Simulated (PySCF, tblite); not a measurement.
# Ge₂₉H₃₈: electronic excitations

Aim: compute the electronic excitations of Ge₂₉H₃₈.

Computed with tblite 0.8.0 and PySCF 2.14.0 and routines of our own; the level stands in each step. Atoms count from 0.

## 1. The starting structure

67 atoms, charge 0, multiplicity 1; geometry from: force field, distance geometry or constructed start.

## 2. Optimising the geometry with GFN1-xTB

What the job is given:

```
{"job": {"kind": "relax", "xc": "GFN1-xTB", "basis": "xTB"}, "charge": 0, "multiplicity": 1}
Ge    -3.995900    -2.771900    -1.894600
Ge    -2.003600    -1.612600     1.366800
Ge    -1.995200    -1.617500    -1.075300
Ge    -6.001900    -1.610800     1.367500
Ge    -6.002200    -1.616400    -1.072900
Ge    -2.003700     0.694200    -1.895600
Ge    -6.001100     0.696400    -1.896300
Ge    -3.997400     1.852300     1.375200
Ge    -3.998100     1.847500    -1.076700
Ge    -2.003200     0.693900     2.191900
Ge    -8.003700     1.848400     1.371600
Ge    -8.004100     1.847600    -1.076300
Ge    -6.004600     0.695400     2.195300
Ge     4.003000    -2.770700    -1.895700
Ge    -0.002200    -2.765000    -1.892800
Ge     5.999300    -1.614600     1.380000
Ge     6.001600    -1.613300    -1.075400
Ge     1.999300    -1.618600     1.372700
Ge     1.999800    -1.613400    -1.073800
Ge     6.004000     0.695600    -1.890300
Ge     1.998100     0.698500    -1.891500
Ge     8.000700     1.851100     1.373500
Ge     8.005000     1.854200    -1.069700
Ge     3.996600     1.845300     1.372200
Ge     4.001300     1.852200    -1.075400
Ge     5.995100     0.693800     2.192800
Ge     0.000700     1.851900     1.373000
Ge    -0.000600     1.850200    -1.075100
Ge     2.001000     0.695100     2.188300
H     -3.999700    -2.769700    -3.419600
H     -3.997200    -4.212000    -1.384100
H     -2.963900    -2.585600     2.061000
H     -1.039800    -2.586800     2.058900
H     -5.037500    -2.588200     2.064500
H     -7.249300    -2.334600     1.880400
H     -7.250000    -2.334200    -1.589200
H     -2.001200     0.694800    -3.427100
H     -6.000300     0.697200    -3.425600
H     -3.999700     3.288200     1.883600
H     -4.005600     3.295500    -1.585100
H     -2.000500     0.692400     3.724100
H     -7.995700     3.286500     1.887400
H     -9.246000     1.129400     1.880100
H     -7.999000     3.291600    -1.588100
H     -9.254600     1.130100    -1.583900
H     -6.003100     0.696300     3.716900
H      4.003200    -2.770000    -3.423600
H      4.000500    -4.210000    -1.380700
H      0.001600    -2.769700    -3.422800
H      0.001900    -4.211900    -1.381000
H      7.249600    -2.343700     1.886800
H      5.046200    -2.585600     2.060500
H      7.250100    -2.336800    -1.586200
H      2.958600    -2.588500     2.057800
H      1.039500    -2.587800     2.062300
H      6.000700     0.697700    -3.422400
H      2.007000     0.689000    -3.424900
H      8.004300     3.299700     1.883000
H      9.251000     1.127700     1.887700
H      8.000700     3.294100    -1.587300
H      9.247100     1.129300    -1.584800
H      4.004700     3.291800     1.881800
H      4.002500     3.292800    -1.585500
H      6.001000     0.698200     3.721400
H      0.005700     3.295400     1.885700
H     -0.004900     3.293900    -1.585000
H      2.002800     0.697800     3.719100
```

Run with:

```sh
OMP_NUM_THREADS=8 python large_run.py task.json out
```

This one command runs all jobs of the session in turn.

Log:

```text
step      E/eV     max force
  0   -1885.61828    0.993
  1   -1885.82150    0.900
  2   -1886.40372    1.190
  3   -1886.53067    0.927
  4   -1886.79878    0.496
  5   -1886.84597    0.501
  6   -1886.95210    0.422
  7   -1886.98236    0.246
  8   -1887.01188    0.354
  9   -1887.03682    0.409
 10   -1887.07449    0.265
 11   -1887.09952    0.251
 12   -1887.12184    0.233
 13   -1887.14536    0.310
 14   -1887.17236    0.279
 15   -1887.20091    0.264
 16   -1887.22916    0.289
 17   -1887.25789    0.300
 18   -1887.29014    0.226
 19   -1887.32417    0.224
 20   -1887.35412    0.270
 21   -1887.37912    0.239
 22   -1887.40245    0.263
 23   -1887.42680    0.264
 24   -1887.45411    0.277
 25   -1887.47864    0.266
 26   -1887.49523    0.220
 27   -1887.50675    0.150
 28   -1887.51604    0.151
 29   -1887.52443    0.131
 30   -1887.53244    0.163
 31   -1887.53979    0.139
 32   -1887.54697    0.148
 33   -1887.55431    0.138
 34   -1887.56043    0.103
 35   -1887.56408    0.068
 36   -1887.56594    0.054
 37   -1887.56711    0.051
 38   -1887.56816    0.067
 39   -1887.56933    0.061
 40   -1887.57070    0.054
 41   -1887.57224    0.062
 42   -1887.57380    0.064
 43   -1887.57514    0.054
 44   -1887.57615    0.042
 45   -1887.57689    0.036
 46   -1887.57752    0.033
 47   -1887.57817    0.035
 48   -1887.57886    0.041
 49   -1887.57957    0.051
 50   -1887.58025    0.050
 51   -1887.58087    0.039
 52   -1887.58144    0.040
 53   -1887.58199    0.037
 54   -1887.58258    0.046
 55   -1887.58328    0.061
 56   -1887.58411    0.057
 57   -1887.58504    0.043
 58   -1887.58603    0.047
 59   -1887.58705    0.058
 60   -1887.58813    0.050
 61   -1887.58916    0.039
 62   -1887.59002    0.036
 63   -1887.59072    0.037
 64   -1887.59130    0.043
 65   -1887.59191    0.034
 66   -1887.59267    0.040
 67   -1887.59371    0.049
 68   -1887.59507    0.069
 69   -1887.59664    0.073
 70   -1887.59810    0.062
 71   -1887.59922    0.049
 72   -1887.60005    0.042
 73   -1887.60073    0.037
 74   -1887.60135    0.034
 75   -1887.60200    0.033
 76   -1887.60271    0.043
 77   -1887.60349    0.053
 78   -1887.60432    0.048
 79   -1887.60517    0.039
 80   -1887.60610    0.044
 81   -1887.60715    0.044
 82   -1887.60825    0.049
 83   -1887.60929    0.054
 84   -1887.61021    0.047
 85   -1887.61113    0.052
 86   -1887.61216    0.063
 87   -1887.61341    0.067
 88   -1887.61478    0.061
 89   -1887.61599    0.052
 90   -1887.61680    0.051
 91   -1887.61732    0.033
 92   -1887.61773    0.033
 93   -1887.61820    0.030
 94   -1887.61875    0.039
 95   -1887.61936    0.043
 96   -1887.61998    0.048
 97   -1887.62055    0.045
 98   -1887.62101    0.035
 99   -1887.62133    0.026
100   -1887.62152    0.017
```

Run time: 1.7 min. Hardware: 8 threads of Intel Xeon Platinum 8259CL at 2.50GHz, shared host; peak memory 0.15 GiB.

Along the way:

| step | energy from step 0 (eV) | largest force (eV/Å) |
| --- | --- | --- |
| 0 | 0.0000 | 0.9923 |
| 1 | -0.2032 | 0.8999 |
| 2 | -0.7854 | 1.1902 |
| 3 | -0.9124 | 0.9278 |
| 4 | -1.1805 | 0.4961 |
| 5 | -1.2277 | 0.5010 |
| 6 | -1.3338 | 0.4218 |
| 7 | -1.3641 | 0.2450 |
| 8 | -1.3936 | 0.3536 |
| 16 | -1.6109 | 0.2891 |
| 24 | -1.8358 | 0.2770 |
| 32 | -1.9287 | 0.1478 |
| 40 | -1.9524 | 0.0547 |
| 48 | -1.9606 | 0.0405 |
| 56 | -1.9658 | 0.0574 |
| 64 | -1.9730 | 0.0429 |
| 72 | -1.9818 | 0.0414 |
| 80 | -1.9878 | 0.0438 |
| 88 | -1.9965 | 0.0616 |
| 96 | -2.0017 | 0.0484 |
| 97 | -2.0023 | 0.0445 |
| 98 | -2.0027 | 0.0345 |
| 99 | -2.0031 | 0.0260 |
| 100 | -2.0032 | 0.0173 |

Distances of close pairs at the start and the end, largest changes first:

| bond | before (Å) | after (Å) | change (Å) |
| --- | --- | --- | --- |
| Ge10–Ge11 | 2.448 | 2.373 | -0.075 |
| Ge21–Ge22 | 2.443 | 2.372 | -0.071 |
| Ge17–Ge28 | 2.453 | 2.385 | -0.068 |
| Ge1–Ge9 | 2.450 | 2.385 | -0.064 |
| Ge0–Ge4 | 2.457 | 2.394 | -0.062 |
| Ge21–Ge25 | 2.456 | 2.397 | -0.060 |
| Ge19–Ge22 | 2.454 | 2.395 | -0.059 |
| Ge15–Ge16 | 2.455 | 2.397 | -0.059 |

The end geometry stands in the next job.

## 3. Electronic excitations: TDDFT PBE/def2-SVP

What the job is given:

```
{"job": {"kind": "uv", "basis": "def2-SVP", "grid": 1, "kgrid": 0, "vcut": null, "nstates": 6, "ntriplets": 2, "tda": false, "delta": ["ip_vertical"], "pop": true, "xc": "PBE"}, "charge": 0, "multiplicity": 1}
Ge    -4.096964    -2.783130    -1.733438
Ge    -2.184768    -1.677344     1.392830
Ge    -2.042278    -1.758024    -1.018497
Ge    -6.723067    -1.487430     1.135155
Ge    -6.078523    -1.562072    -1.172064
Ge    -2.011259     0.568211    -1.736049
Ge    -6.048508     0.748994    -1.893100
Ge    -4.065259     1.569297     1.448460
Ge    -4.011294     1.670896    -0.977354
Ge    -2.041007     0.539007     2.262325
Ge    -7.874228     2.088600     1.300312
Ge    -7.922520     1.990987    -1.070080
Ge    -6.181223     0.616532     2.142160
Ge     4.098139    -2.782696    -1.731700
Ge     0.000836    -2.847081    -1.669739
Ge     6.722605    -1.486098     1.137214
Ge     6.079066    -1.561618    -1.170127
Ge     2.185436    -1.676405     1.393088
Ge     2.043288    -1.757324    -1.017857
Ge     6.049169     0.748678    -1.891498
Ge     2.012527     0.568732    -1.735680
Ge     7.873745     2.089717     1.301380
Ge     7.922950     1.991827    -1.068507
Ge     4.065310     1.570646     1.449506
Ge     4.012424     1.670863    -0.976632
Ge     6.180551     0.617134     2.143239
Ge    -0.000253     1.570532     1.492651
Ge     0.000526     1.614022    -0.926972
Ge     2.040938     0.540234     2.262448
H     -4.081066    -3.047407    -3.219089
H     -4.185613    -4.178583    -1.161031
H     -3.547091    -2.221245     1.768734
H     -1.280273    -2.679583     2.052750
H     -6.368901    -2.717605     1.923929
H     -8.237540    -1.537688     1.127387
H     -7.204838    -2.276450    -1.900224
H     -1.984938     0.574519    -3.253688
H     -5.942643     0.816584    -3.403718
H     -4.079118     3.008029     1.935823
H     -3.894446     3.135555    -1.358055
H     -2.061149     0.481045     3.776878
H     -7.645696     3.510709     1.749411
H     -9.230714     1.781401     1.881219
H     -7.934421     3.369754    -1.683190
H     -9.214931     1.397950    -1.574842
H     -6.219190     0.513969     3.653127
H      4.082896    -3.048279    -3.217107
H      4.186832    -4.177926    -1.158970
H      0.001092    -3.048819    -3.165381
H      0.001014    -4.271080    -1.168387
H      8.237491    -1.536972     1.129820
H      6.368827    -2.716335     1.926194
H      7.205759    -2.276374    -1.897249
H      3.548180    -2.218204     1.769076
H      1.282524    -2.679487     2.053795
H      5.943731     0.816685    -3.402044
H      1.986934     0.575114    -3.253125
H      7.645739     3.511688     1.751234
H      9.229736     1.781836     1.882735
H      7.935049     3.369945    -1.682279
H      9.215875     1.399039    -1.571621
H      4.079448     3.009031     1.936768
H      3.895994     3.135859    -1.357351
H      6.218491     0.515427     3.654707
H     -0.000987     3.011902     1.965067
H      0.000013     3.070680    -1.350578
H      2.060279     0.482413     3.777322
```

With the program's defaults for keys left out, this is: TDDFT PBE/def2-SVP, vertical, gas phase, core orbitals frozen in the response.

Log:

```text
start: PBE on a coarse grid of 286589 points
cycle   1  E = -60239.3183764794  dE = -1.340e+01  |g| = 2.453e+00  |ddm| = 1.038e+01
cycle   2  E = -60238.9870970775  dE =  3.313e-01  |g| = 2.983e+00  |ddm| = 3.703e+00
cycle   3  E = -60239.7900201703  dE = -8.029e-01  |g| = 3.564e-01  |ddm| = 2.641e+00
cycle   4  E = -60239.8350838288  dE = -4.506e-02  |g| = 7.127e-02  |ddm| = 7.112e-01
cycle   5  E = -60239.8363580811  dE = -1.274e-03  |g| = 3.670e-02  |ddm| = 1.623e-01
cycle   6  E = -60239.8367495231  dE = -3.914e-04  |g| = 1.153e-02  |ddm| = 7.140e-02
cycle   7  E = -60239.8367896159  dE = -4.009e-05  |g| = 5.890e-03  |ddm| = 2.814e-02
final grid: 286589 points
cycle   8  E = -60239.8367371239  dE =  5.249e-05  |g| = 1.425e-02  |ddm| = 3.287e-02
cycle   9  E = -60239.8363026406  dE =  4.345e-04  |g| = 3.725e-02  |ddm| = 8.545e-02
cycle  10  E = -60239.8367991588  dE = -4.965e-04  |g| = 3.073e-03  |ddm| = 6.361e-02
cycle  11  E = -60239.8367836658  dE =  1.549e-05  |g| = 3.682e-04  |ddm| = 4.533e-03
cycle  12  E = -60239.8367907866  dE = -7.121e-06  |g| = 6.949e-05  |ddm| = 6.979e-04
converged SCF energy = -60239.8367907866
Vertical ionisation energy (delta-SCF) = 6.8802 eV   <S^2> = 0.751

Static polarisability (au): isotropic 999.850, principal 712.721 805.935 1480.894

Singlet excitations
state   eV       nm        f      main configurations
  1   3.0730    403.5   0.00103   H->L 0.99
  2   3.4102    363.6   0.00013   H-1->L 1.00
  3   3.5172    352.5   0.00267   H->L+1 0.98
  4   3.6163    342.8   0.00013   H-2->L 0.99
  5   3.7012    335.0   0.00084   H-3->L 0.98
  6   3.7579    329.9   0.03622   H-4->L 0.95

Triplet excitations (Tamm-Dancoff, eV): 2.9731 3.3383
```

Wall time 2 min (8 threads of Intel Xeon Platinum 8259CL at 2.50GHz, shared host); peak memory 5.6 GiB.

The orbitals next to the gap, with their largest atomic shares:

| orbital | eV | atoms |
| --- | --- | --- |
| HOMO−4 | -6.32 | Ge9 8 %, Ge28 8 %, Ge7 8 % |
| HOMO−3 | -6.27 | Ge26 13 %, Ge27 12 %, Ge24 6 % |
| HOMO−2 | -6.21 | Ge14 7 %, Ge18 6 %, Ge2 6 % |
| HOMO−1 | -6.00 | Ge2 8 %, Ge18 8 %, Ge5 8 % |
| HOMO | -5.65 | Ge27 7 %, Ge5 7 %, Ge20 7 % |
| LUMO | -2.62 | Ge26 8 %, Ge27 7 %, Ge7 7 % |
| LUMO+1 | -2.16 | Ge14 13 %, Ge2 11 %, Ge18 11 % |
| LUMO+2 | -1.71 | Ge20 7 %, Ge5 7 %, Ge24 6 % |
| LUMO+3 | -1.68 | Ge17 6 %, Ge1 5 %, Ge18 5 % |

With each of the 6 states as a Gaussian band of 0.4 eV half-width at 1/e, the curve within the window shown has maxima at 332 nm (ε 1,600) L/(mol cm). Beyond the last state computed it falls off for lack of states. The curve at chosen wavelengths:

nm, ε (L/mol/cm) and a bar:
```
      306        870 #################
      314       1211 #######################
      322       1469 ############################
      329       1578 ##############################
      337       1555 ##############################
      345       1404 ###########################
      353       1178 ######################
      361        930 ##################
      368        727 ##############
      376        530 ##########
      384        377 #######
      392        265 #####
      400        187 ###
      407        138 ###
      415        100 ##
      423         73 #
      431         55 #
      439         42 #
      446         33 #
      454         25 
      462         19 
      470         15 
      478         11 
      485          9 
      493          6 
      501          5
```

Further results of this job:

| property | computed |
| --- | --- |
| dipole moment (D) | 0.46 |
| polarisability (Å³) | 148.16 |
| HOMO–LUMO gap (eV) | 3.03 |
| −ε(HOMO) (eV) | 5.65 |

## 4. Results

| quantity | value |
| --- | --- |
| lowest singlet (PBE/def2-SVP) | 3.07 eV (403 nm), f = 0.001 |
| brightest single state of those computed | state 6, 3.76 eV, f = 0.036 |
| lowest triplet | 2.97 eV |

**Reading.** The lowest singlet, at 3.07 eV, is HOMO→LUMO 0.99 and is weak; of the 6 states computed, the strongest absorption comes from state 6 at 3.76 eV (the last computed, so partners may be missing). The lowest triplet lies 0.10 eV below the lowest singlet (triplets in Tamm-Dancoff, singlets in full TDDFT).
